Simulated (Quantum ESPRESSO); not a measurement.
A run of Quantum ESPRESSO 7.5 is set up as follows.

The input pw.in:

```
&CONTROL
  calculation = 'scf'
  prefix = 'pwscf'
  outdir = './tmp'
  pseudo_dir = './pseudo'
  tprnfor = .true.
  tstress = .true.
  disk_io = 'low'
/
&SYSTEM
  ibrav = 0
  celldm(1) = 8
  nat = 9
  ntyp = 5
  ecutwfc = 55
  ecutrho = 440
  nbnd = 49
  occupations = 'smearing'
  smearing = 'fd'
  degauss = 0.00367493
  nspin = 2
  starting_magnetization(1) = 0
  starting_magnetization(2) = 0
  starting_magnetization(3) = 0.2143
  starting_magnetization(4) = 0
  starting_magnetization(5) = 0
/
&ELECTRONS
  conv_thr = 1.8d-09
  electron_maxstep = 120
  mixing_beta = 0.3
/
ATOMIC_SPECIES
Cs   132.9055 Cs_pbe_v1.uspp.F.UPF
Li     6.9400 li_pbe_v1.4.uspp.F.UPF
Cr    51.9961 cr_pbe_v1.5.uspp.F.UPF
Te   127.6000 Te_pbe_v1.uspp.F.UPF
S     32.0600 s_pbe_v1.4.uspp.F.UPF
CELL_PARAMETERS alat
  1.4427869988905  -0.0044550293388   0.0013724135980
 -0.5405136391114   1.4011161756849   0.0007865984994
 -0.3270690733349  -0.5182455788903   1.7864053487619
ATOMIC_POSITIONS crystal
Cs     0.0634800000    0.1017800000    0.9939400000
Li     0.5702600000    0.5814300000    0.5740300000
Cr     0.0780100000    0.5013800000    0.5799000000
Cr     0.4316200000    0.0297200000    0.5372200000
Te     0.5445800000    0.7673200000    0.2819800000
Te     0.0114300000    0.6593200000    0.2990200000
S      0.7780000000    0.3713300000    0.7077300000
S      0.3940200000    0.8250800000    0.7487500000
S      0.1960500000    0.2300900000    0.4864600000
K_POINTS automatic
5 5 4 0 0 0
```

The input pp_density.in:

```
&INPUTPP
  prefix = 'pwscf'
  outdir = './tmp'
  filplot = 'density.dat'
  plot_num = 0
/
&PLOT
  nfile = 1
  filepp(1) = 'density.dat'
  iflag = 3
  output_format = 6
  fileout = 'density.cube'
/
```

The input pp_potential.in:

```
&INPUTPP
  prefix = 'pwscf'
  outdir = './tmp'
  filplot = 'potential.dat'
  plot_num = 11
/
&PLOT
  nfile = 1
  filepp(1) = 'potential.dat'
  iflag = 3
  output_format = 6
  fileout = 'potential.cube'
/
```

The input pp_spin.in:

```
&INPUTPP
  prefix = 'pwscf'
  outdir = './tmp'
  filplot = 'spin.dat'
  plot_num = 6
/
&PLOT
  nfile = 1
  filepp(1) = 'spin.dat'
  iflag = 3
  output_format = 6
  fileout = 'spin.cube'
/
```

Potentials or basis: SSSP 1.3 efficiency PBE.

Run with:

```console
$ OMP_NUM_THREADS=1 mpirun -n 4 pw.x -nk 2 -in pw.in > pw.out
$ OMP_NUM_THREADS=1 mpirun -n 1 pp.x -in pp_density.in > pp_density.out
$ OMP_NUM_THREADS=1 mpirun -n 1 pp.x -in pp_potential.in > pp_potential.out
$ OMP_NUM_THREADS=1 mpirun -n 1 pp.x -in pp_spin.in > pp_spin.out
```

(1) What does it give for the absolute moment?

(2) Estimate the band gap on the k mesh.

(3) Estimate the net moment.

(4) What does it give for the pressure?

Answers

(1) 6.56 μB per cell.

(2) none (metal or under the smearing width).

(3) 5.42 μB per cell.

(4) 0.0 GPa.
